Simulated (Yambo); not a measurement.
# MoS2 in Yambo: notebook

Runs on MoS2. Level: PBEsol. Tasks: G0W0 quasiparticle levels, Hartree-Fock levels, optical spectrum.

Everything below comes from runs of Yambo 5.3.0. Logs are shortened: lines on timing, memory, paths and dates and some standing lists are left out, and cuts for length are marked.

**1. The structure**

The cell holds a slab with vacuum, 3 atoms: a = 3.184 Å, b = 3.184 Å, c = 17.335 Å, α = 90.00°, β = 90.00°, γ = 120.00°.

**2. G0W0 quasiparticle levels, PBEsol**

g0w00.in

```
gw0
dyson
el_el_corr
rim_cut
HF_and_locXC
ppa
em1d
RandQpts= 1000000
RandGvec= 50 RL
EXXRLvcs= 80 Ry
VXCRLvcs= 80 Ry
Chimod= "HARTREE"
% BndsRnXp
 1 | 133 |
%
NGsBlkXp= 15 Ry
% LongDrXp
 1 | 1 | 1 |
%
PPAPntXp= 27.21138 eV
% GbndRnge
 1 | 133 |
%
GTermKind= "BG"
DysSolver= "n"
ExtendOut
% QPkrange
 1 | 1 | 13 | 15 |
 3 | 3 | 13 | 15 |
%
```

scf.in

```
&CONTROL
  calculation = 'scf'
  prefix = 'pwscf'
  outdir = './tmp'
  pseudo_dir = './pseudo'
/
&SYSTEM
  ibrav = 0
  A = 3.18412608
  nat = 3
  ntyp = 2
  ecutwfc = 80
  nbnd = 20
  occupations = 'smearing'
  smearing = 'fd'
  degauss = 0.00367493
  force_symmorphic = .true.
/
&ELECTRONS
  conv_thr = 6d-10
  electron_maxstep = 120
  mixing_beta = 0.5
/
ATOMIC_SPECIES
Mo    95.9500 Mo.upf
S     32.0600 S.upf
CELL_PARAMETERS alat
   1.0000000007    0.0000000000    0.0000000000
  -0.5000000003    0.8660254044    0.0000000000
   0.0000000000    0.0000000000    5.4440683297
ATOMIC_POSITIONS alat
Mo     0.0000000000    0.0000000000    0.0000000000
S      0.0000000000    0.5773502696    4.9568624316
S      0.0000000000    0.5773502696    0.4872058982
K_POINTS automatic
12 12 2 0 0 0
```

nscf.in

```
&CONTROL
  calculation = 'nscf'
  prefix = 'pwscf'
  outdir = './tmp'
  pseudo_dir = './pseudo'
/
&SYSTEM
  ibrav = 0
  A = 3.18412608
  nat = 3
  ntyp = 2
  ecutwfc = 80
  nbnd = 133
  occupations = 'fixed'
  force_symmorphic = .true.
/
&ELECTRONS
  conv_thr = 1d-08
  diago_full_acc = .true.
  diago_thr_init = 1d-06
/
ATOMIC_SPECIES
Mo    95.9500 Mo.upf
S     32.0600 S.upf
CELL_PARAMETERS alat
   1.0000000007    0.0000000000    0.0000000000
  -0.5000000003    0.8660254044    0.0000000000
   0.0000000000    0.0000000000    5.4440683297
ATOMIC_POSITIONS alat
Mo     0.0000000000    0.0000000000    0.0000000000
S      0.0000000000    0.5773502696    4.9568624316
S      0.0000000000    0.5773502696    0.4872058982
K_POINTS automatic
3 3 1 0 0 0
```

Potentials or basis: PseudoDojo 0.4.1 SR PBEsol standard.

Started as:

```console
$ OMP_NUM_THREADS=1 pw.x -in scf.in > scf.out
$ OMP_NUM_THREADS=1 pw.x -in nscf.in > nscf.out
$ cd tmp/pwscf.save; p2y; mv SAVE ../..; cd ../..
$ OMP_NUM_THREADS=1 yambo
$ OMP_NUM_THREADS=1 yambo -F g0w00.in -J g0w00 -C g0w00_out
```

Yambo's report:

```text
[... sections 02.01 to 02.04 as in the set-up run ...]

  [02.05] Energies & Occupations
  ==============================

  [X] === General ===
  [X] Electronic Temperature                        :  0.000000  0.000000 [eV K]
  [X] Bosonic    Temperature                        :  0.000000  0.000000 [eV K]
  [X] Finite Temperature mode                       : no
  [X] El. density                                   :  0.17082E+24 [cm-3]
  [X] Fermi Level                                   : -0.226921 [eV]

  [X] === Gaps and Widths ===
  [X] Conduction Band Min                           :  1.585870 [eV]
  [X] Valence Band Max                              :  0.000000 [eV]
  [X] Filled Bands                                  :  13
  [X] Empty Bands                                   :   14  133
  [X] Direct Gap                                    :  1.660470 [eV]
  [X] Direct Gap localized at k                     :  3
  [X] Indirect Gap                                  :  1.585870 [eV]
  [X] Indirect Gap between kpts                     :  1  3
  [X] Last valence band width                       :  1.021446 [eV]
  [X] 1st conduction band width                     :  1.140534 [eV]

 [03] Transferred momenta grid and indexing
 ==========================================

 IBZ Q-points                                      :  3
 BZ  Q-points                                      :   9

 K/Q-points units:
 rlu = crystal or reduced units; cc = cartesian coordinates; iku = interal k-units

 Q [1]          [rlu]:  0.000000  0.000000  0.000000
 Q [2]          [rlu]: -0.14242E-16  0.33333       0.0000
 Q [3]          [rlu]:  0.333333  0.333333  0.000000

 [04] Coloumb potential Random Integration (RIM)
 ===============================================

  [04.01] RIM initialization
  ==========================

  * Diagonal components only detected *

  8 x (sBL volume)        :  0.214667 [a.u.]
  sBZ random points       :  1000000
  Points outside the sBZ  :   7981908
  RL volume               :  0.241501 [a.u.]
  Integrated volume       :  0.242048 [a.u.]

  [04.02] RIM integrals
  =====================

  Gamma point sphere radius             :  0.108611 [a.u.]
  Points outside the sphere             :   803964
  [Int_sBZ(q=0) 1/q^2]*(Vol_sBZ)^(-1/3) =:  7.362432
                                 should be <:  7.795600
  [WR./g0w00//ndb.RIM]------------------------------------------------------------
   Brillouin Zone Q/K grids (IBZ/BZ)                :   3   9   3   9
   Coulomb cutoff potential                         : none
   Coulombian RL components                         :   55
   Coulombian diagonal components                   : yes
   RIM random points                                :  1000000
   RIM  RL volume             [a.u.]                :  0.242048
   Real RL volume             [a.u.]                :  0.241501
   Eps^-1 reference component                       : 0
   Eps^-1 components                                :  0.000000  0.000000  0.000000
   RIM anysotropy factor                            :  0.000000

  Summary of Coulomb integrals for non-metallic bands |Q|[au] RIM/Bare

  Q [1] 0.100000E-4 0.944434 * Q [2] 0.401919 1.136397
  Q [3] 0.696145 1.043940

 [05] Dipoles
 ============

  [05.01] Setup: observables and procedures
  =========================================

  [WARNING] [x,Vnl] slows the Dipoles computation. To neglect it rename the ns.kb_pp file
  [WF-Oscillators/G space/Transverse up loader] Normalization (few states)  min/max  :  0.57781E-17   1.0000

  [WR./g0w00//ndb.dipoles]--------------------------------------------------------
   Brillouin Zone Q/K grids (IBZ/BZ)                :   3   9   3   9
   RL vectors                                       :  15467 [WF]
   Fragmentation                                    : yes
   Electronic Temperature                           :  0.000000 [K]
   Bosonic    Temperature                           :  0.000000 [K]
   DIP band range                                   :    1  133
   DIP band range limits                            :  13  14
   DIP e/h energy range                             : -1.000000 -1.000000 [eV]
   RL vectors in the sum                            :  15467
   [r,Vnl] included                                 : yes
   Bands ordered                                    : yes
   Direct v evaluation                              : no
   Approach used                                    : G-space v
   Dipoles computed                                 : R V P [G-space]
   Wavefunctions                                    : Perdew, Burke & Ernzerhof SOL(X)+Perdew, Burke & Ernzerhof SOL(C)

 [06] Dynamic Dielectric Matrix (PPA)
 ====================================

 [WR./g0w00//ndb.pp]-------------------------------------------------------------
[... 30 lines left out ...]

 [07] Local Exchange-Correlation + Non-Local Fock
 ================================================

 [VXC] Plane waves :  12459
 [EXS] Plane waves :  12459

 QP @ state[ 1 ] K range:  1  1
 QP @ state[ 1 ] b range:  13  15
 QP @ state[ 2 ] K range:  3  3
 QP @ state[ 2 ] b range:  13  15

 [xc] Functional : Perdew, Burke & Ernzerhof SOL(X)+Perdew, Burke & Ernzerhof SOL(C)
 [xc] LIBXC used to calculate xc functional
  PP Number of Atomic Species                      :  2
  NLCC RL compoments                               :   99283
  PP Number of Atomic Species                      :  2
  NLCC RL compoments                               :   99283
 [WR./g0w00//ndb.HF_and_locXC]---------------------------------------------------
  Brillouin Zone Q/K grids (IBZ/BZ)                :   3   9   3   9
  RL vectors                                       :  15467 [WF]
  Fragmentation                                    : no
  Electronic Temperature                           :  0.000000 [K]
  Bosonic    Temperature                           :  0.000000 [K]
  Green`s function   wavefunctions                 : Perdew, Burke & Ernzerhof SOL(X)+Perdew, Burke & Ernzerhof SOL(C)
  Total number of QP states                        :   6
  Exchange RL vectors                              :  12459
  Exchange summation bands                         :  13
  RIM RL components                                :   55
  RIM random points                                :  1000000

 [xc] E_xc :  -12.30832 [Ha]
      E_xc :  -24.61664 [Ry]

  Local XC kind (lXC) : Perdew, Burke & Ernzerhof SOL(X)+Perdew, Burke & Ernzerhof SOL(C)
  Non-Local XC kind (nlXC) : Hartree-Fock

  Corrections @ K [1] :  [eV]
 <13|nlXC|13> = -16.15274  0.30029E-18 <13|lXC|13> = -15.27776  0.000000
 <14|nlXC|14> = -11.01254  0.89256E-17 <14|lXC|14> = -15.48622 -0.94408E-16
 <15|nlXC|15> = -11.01244 -0.46018E-18 <15|lXC|15> = -15.48622 -0.18882E-15

  Corrections @ K [3] :  [eV]
 <13|nlXC|13> = -17.28104 -0.32567E-17 <13|lXC|13> = -16.35833  0.94408E-16
 <14|nlXC|14> = -12.83305 -0.52465E-17 <14|lXC|14> = -17.48851 -0.37763E-15
 <15|nlXC|15> = -10.33870  0.26959E-17 <15|lXC|15> = -15.24877 -0.70806E-16

  [07.01] Hartree-Fock occupations report
  =======================================

  [Hartree-Fock] === General ===
  [Hartree-Fock] Electronic Temperature             :  0.000000  0.000000 [eV K]
  [Hartree-Fock] Bosonic    Temperature             :  0.000000  0.000000 [eV K]
  [Hartree-Fock] Finite Temperature mode            : no
  [Hartree-Fock] El. density                        :  0.17082E+24 [cm-3]
  [Hartree-Fock] Fermi Level                        : -0.226921 [eV]

  [Hartree-Fock] === Gaps and Widths ===
  [Hartree-Fock] Conduction Band Min                :  2.181823 [eV]
  [Hartree-Fock] Valence Band Max                   : -0.874985 [eV]
  [Hartree-Fock] Filled Bands                       :  13
  [Hartree-Fock] Empty Bands                        :   14  133
  [Hartree-Fock] Direct Gap                         :  3.203269 [eV]
  [Hartree-Fock] Direct Gap localized at k          :  2
  [Hartree-Fock] Indirect Gap                       :  3.056808 [eV]
  [Hartree-Fock] Indirect Gap between kpts          :  1  2
  [Hartree-Fock] Last valence band width            :  0.146461 [eV]
  [Hartree-Fock] 1st conduction band width          :  5.018261 [eV]

 [08] Dyson equation: Newton solver
 ==================================

 [WARNING] Response block size in GW reduced to 1049    RL (7616    mHa)

  [08.01] G0W0 (W PPA)
  ====================

  [  GW  ] Bands range     :    1  133
  [GW/PPA] G damping       :  0.100000 [eV]

  QP @ state[ 1 ] K range:  1  1
  QP @ state[ 1 ] b range:  13  15
  QP @ state[ 2 ] K range:  3  3
  QP @ state[ 2 ] b range:  13  15

   Current Q-pt index             :  1
   :: PP condition fails/total    :  0.331041
   :: Time ordering fails/rest    :  0.499991
   :: Mean rel dev of PP cond     :  0.331048
   Current Q-pt index             :  2
   :: PP condition fails/total    :  0.335360
   :: Time ordering fails/rest    :  0.499994
   :: Mean rel dev of PP cond     :  0.335366
   Current Q-pt index             :  3
   :: PP condition fails/total    :  0.337482
   :: Time ordering fails/rest    :  0.499949
   :: Mean rel dev of PP cond     :  0.337489

  [08.02] QP properties and I/O
  =============================

  Legend (energies in eV)
  - B  : Band       - Eo  : bare energy
  - E  : QP energy  - Z   : Renormalization factor
  - So : Sc(Eo)     - S   : Sc(E)
  - dSp: Sc derivative precision

  - lXC: Local XC (Perdew, Burke & Ernzerhof SOL(X)+Perdew, Burke & Ernzerhof SOL(C))
  -nlXC: non-Local XC (Hartree-Fock)

  QP [eV] @ K [1] (iku):  0.000000  0.000000  0.000000
   B=13 Eo=  0.00 E= -0.49 E-Eo= -0.49 Re(Z)=0.77 Im(Z)=-0.176494E-2 nlXC= -16.1527 lXC= -15.2778 So= 0.238166
   B=14 Eo=  2.73 E=  3.43 E-Eo=  0.71 Re(Z)=0.77 Im(Z)=-0.184630E-2 nlXC= -11.0125 lXC= -15.4862 So= -3.55520
   B=15 Eo=  2.73 E=  3.43 E-Eo=  0.71 Re(Z)=0.77 Im(Z)=-0.184533E-2 nlXC= -11.0124 lXC= -15.4862 So= -3.55503

  QP [eV] @ K [3] (iku):  0.333333  0.500000  0.000000
   B=13 Eo= -0.07 E= -0.53 E-Eo= -0.45 Re(Z)=0.77 Im(Z)=-0.162337E-2 nlXC= -17.2810 lXC= -16.3583 So= 0.336620
   B=14 Eo=  1.59 E=  2.45 E-Eo=  0.87 Re(Z)=0.77 Im(Z)=-0.165748E-2 nlXC= -12.8331 lXC= -17.4885 So= -3.52460
   B=15 Eo=  3.05 E=  3.89 E-Eo=  0.84 Re(Z)=0.78 Im(Z)=-0.178808E-2 nlXC= -10.3387 lXC= -15.2488 So= -3.82869

  [WR./g0w00//ndb.QP]-------------------------------------------------------------
   Lattice constants                                :   6.01713   5.21098  32.75765
   Coulomb cutoff potential                         : none
   Electronic Temperature                           :  0.000000 [K]
   Bosonic    Temperature                           :  0.000000 [K]
   Green`s function   energies                      : Perdew, Burke & Ernzerhof SOL(X)+Perdew, Burke & Ernzerhof SOL(C)
   wavefunctions                                    : Perdew, Burke & Ernzerhof SOL(X)+Perdew, Burke & Ernzerhof SOL(C)
   PPA    diel. fun.  energies                      : Perdew, Burke & Ernzerhof SOL(X)+Perdew, Burke & Ernzerhof SOL(C)
   wavefunctions                                    : Perdew, Burke & Ernzerhof SOL(X)+Perdew, Burke & Ernzerhof SOL(C)
   QP tot states                                    :   6
   GW solver                                        : Newton
   GW approximation                                 : PPA
   PPA imaginary Energy                             :  27.21138 ev
   RIM G`s                                          :   55
   RIM random pts                                   :  1000000
   dS/dw steps                                      :  2
   dS/dw step                                       :  0.100000 ev
   X G`s                                            :  1049 used
   X G`s                                            :  1049 disk
   X bands                                          :    1  133
   X poles                                          :  100.0000 o/o
   X e/h E range                                    : -1.000000 -1.000000 ev
   X Hxc Kernel                                     : HARTREE
   X BZ energy Double Grid                          : no
   X Optical Averaged directions                    : none
   Sc/G bands                                       :    1  133
   Sc/G damping                                     :  0.100000 ev
   Sc bands terminator                              : yes
   Sc terminator kind                               : BG
   Sc Terminator pole                               :  40.81708
   Sx RL components                                 :  12459

   QP @ state[ 1 ] K range                          :  1  1
   QP @ state[ 1 ] b range                          :  13  15
   QP @ state[ 2 ] K range                          :  3  3
   QP @ state[ 2 ] b range                          :  13  15
   GF energies kind                                 : Perdew, Burke & Ernzerhof SOL(X)+Perdew, Burke & Ernzerhof SOL(C)
   GF WF`s kind                                     : Perdew, Burke & Ernzerhof SOL(X)+Perdew, Burke & Ernzerhof SOL(C)
   Xs energies kind                                 : Perdew, Burke & Ernzerhof SOL(X)+Perdew, Burke & Ernzerhof SOL(C)
   Xs WF`s kind                                     : Perdew, Burke & Ernzerhof SOL(X)+Perdew, Burke & Ernzerhof SOL(C)
```

Wall time 11 min (1 thread of Arm Neoverse V2, shared host); peak memory 0.6 GiB.

Results:

| Quantity | Value |
| --- | --- |
| Band gap on the k mesh, mean-field level | 1.59 eV, indirect (least direct gap 1.66 eV) |
| Quasiparticle gap | 2.94 eV |
| Least direct quasiparticle gap | 2.98 eV |
| Quasiparticle gap at Γ | 3.93 eV |
| Band gap of the same states before the correction | 1.59 eV |

Quasiparticle terms (eV):
| k point | band | Kohn-Sham level | Vxc | Σx | Σc | Z | result |
| --- | --- | --- | --- | --- | --- | --- | --- |
| (0.000, 0.000, 0.000) | 13 | 0.00 | -15.28 | -16.15 | 0.24 | 0.77 | -0.49 |
| (0.000, 0.000, 0.000) | 14 | 2.73 | -15.49 | -11.01 | -3.56 | 0.77 | 3.43 |
| (0.000, 0.000, 0.000) | 15 | 2.73 | -15.49 | -11.01 | -3.56 | 0.77 | 3.43 |
| (0.333, 0.333, 0.000) | 13 | -0.07 | -16.36 | -17.28 | 0.34 | 0.77 | -0.53 |
| (0.333, 0.333, 0.000) | 14 | 1.59 | -17.49 | -12.83 | -3.52 | 0.77 | 2.45 |
| (0.333, 0.333, 0.000) | 15 | 3.05 | -15.25 | -10.34 | -3.83 | 0.78 | 3.89 |

Caveat: the k mesh is coarse (spacing up to 0.76 Å⁻¹), so the values aren't converged; this version prints the column dSc/dw multiplied by 27.2; the terminator is approximate in this version, by hundredths of an eV.

(Part 1 of 3 ends here.)
